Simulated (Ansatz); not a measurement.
# AlH₈NSi₂: a ladder of functionals and wavefunction methods

How much do the methods differ for AlH₈NSi₂? The plan is to run it at one geometry with functionals of several rungs and with coupled cluster, and see how far each lands from CCSD(T) at the basis-set limit for the atomisation energy.

Computed with Ansatz 0.2.0, Gaussian basis. Level: functionals in def2-TZVPP, the program's frozen cores in correlated methods.

Plan: PBE-D4, r2SCAN-D4, PBE0-D4, B3LYP-D4, ωB97X-V, ωB97M-V, B2PLYP; CCSD(T)/def2-TZVPP; MP2/def2-QZVPP; extrapolation to the limit.

## Step 1: Structure used throughout

An earlier PBE0-D4 in a triple-zeta def2 set relaxation fixed the geometry.

SMILES `[AlH2][NH][SiH2][SiH3]`, 12 atoms, charge 0, spin multiplicity 1.

Atoms are counted from 1 here; the program's logs count them from 0.

Bond lengths: Al1–N2 1.783 Å, Al1–H5 1.580 Å, Al1–H6 1.583 Å, N2–Si3 1.732 Å, N2–H7 1.012 Å, Si3–Si4 2.345 Å, Si3–H8 1.488 Å, Si3–H9 1.493 Å, Si4–H10 1.489 Å, Si4–H11 1.491 Å, Si4–H12 1.489 Å. Angles: N2–Al1–H5 117.9°, N2–Al1–H6 117.4°, H5–Al1–H6 124.7°, Al1–N2–Si3 129.3°, Al1–N2–H7 116.3°, Si3–N2–H7 114.5°, N2–Si3–Si4 111.9°, N2–Si3–H8 107.1°, N2–Si3–H9 112.0°, Si4–Si3–H8 109.7°, Si4–Si3–H9 108.2°, H8–Si3–H9 107.9°, Si3–Si4–H10 111.4°, Si3–Si4–H11 110.0°, Si3–Si4–H12 110.7°, H10–Si4–H11 108.1°, H10–Si4–H12 108.6°, H11–Si4–H12 107.9°.

## Step 2: PBE-D4 (GGA)

in.yaml

```yaml
crystal:
  periodic: [false, false, false]
  atoms:
    - {symbol: Al, position_ang: [-2.460143, 0.863220, 0.386962]}
    - {symbol: N, position_ang: [-0.760083, 0.510537, 0.793605]}
    - {symbol: Si, position_ang: [0.211354, -0.854624, 0.355912]}
    - {symbol: Si, position_ang: [2.095228, -0.222347, -0.889936]}
    - {symbol: H, position_ang: [-3.249728, -0.199441, -0.475529]}
    - {symbol: H, position_ang: [-3.068053, 2.225608, 0.916272]}
    - {symbol: H, position_ang: [-0.276654, 1.209883, 1.343445]}
    - {symbol: H, position_ang: [-0.647679, -1.759245, -0.455694]}
    - {symbol: H, position_ang: [0.677160, -1.617169, 1.552471]}
    - {symbol: H, position_ang: [2.964663, -1.393173, -1.192212]}
    - {symbol: H, position_ang: [2.903083, 0.770958, -0.126313]}
    - {symbol: H, position_ang: [1.687852, 0.410594, -2.174981]}
basis:
  gaussian: {orbitals: def2-TZVPP}
hamiltonian: {xc: pbe, dispersion: d4}
output: {forces: true, orbitals: {seedname: orbitals}}
```

Launch:

```bash
> ansatz run in.yaml --threads 4 --pin off --events-out ev --progress --plain --max-ram 10444MiB
```

Further steps of the session: r2SCAN-D4 (meta-GGA); PBE0-D4 (hybrid); B3LYP-D4 (hybrid); ωB97X-V (range-separated); ωB97M-V (range-separated); B2PLYP (double hybrid); CCSD(T) in def2-TZVPP; MP2 in def2-QZVPP.

Q: Predict the results of all the runs planned. Wanted: atomisation energy, CCSD(T)/CBS; farthest; mean size of error, hybrid; mean size of error, range-separated; gap, smallest and largest; T1 diagnostic; triples share of the correlation energy.

**Answer**, as computed:

| quantity | value |
| --- | --- |
| atomisation energy, CCSD(T)/CBS | 3585.3 kJ/mol |
| functionals within 17.9 kJ/mol (0.5 %) | B3LYP-D4, ωB97M-V |
| farthest | PBE0-D4 (-65.3 kJ/mol) |
| mean size of error, hybrid | 34.5 kJ/mol |
| mean size of error, range-separated | 14.7 kJ/mol |
| gap, smallest and largest | 4.44 eV (PBE-D4), 10.49 eV (ωB97X-V) |
| T1 diagnostic | 0.0127 |
| triples share of the correlation energy | 3.4 % |

What this shows: PBE-D4 misses by -48.6 kJ/mol. Double hybrids carry the basis error of their MP2 part in triple zeta, and no dispersion term here, so their miss is partly the set-up's. Misses under about 17.9 kJ/mol are within the doubt on the reference itself, which lacks core-valence correlation, relativity and higher excitations. Hartree-Fock recovers 74 % of the binding; the rest is correlation. The gap grows from 4.4 to 10.5 eV across the functionals, mostly with the share of exact exchange.
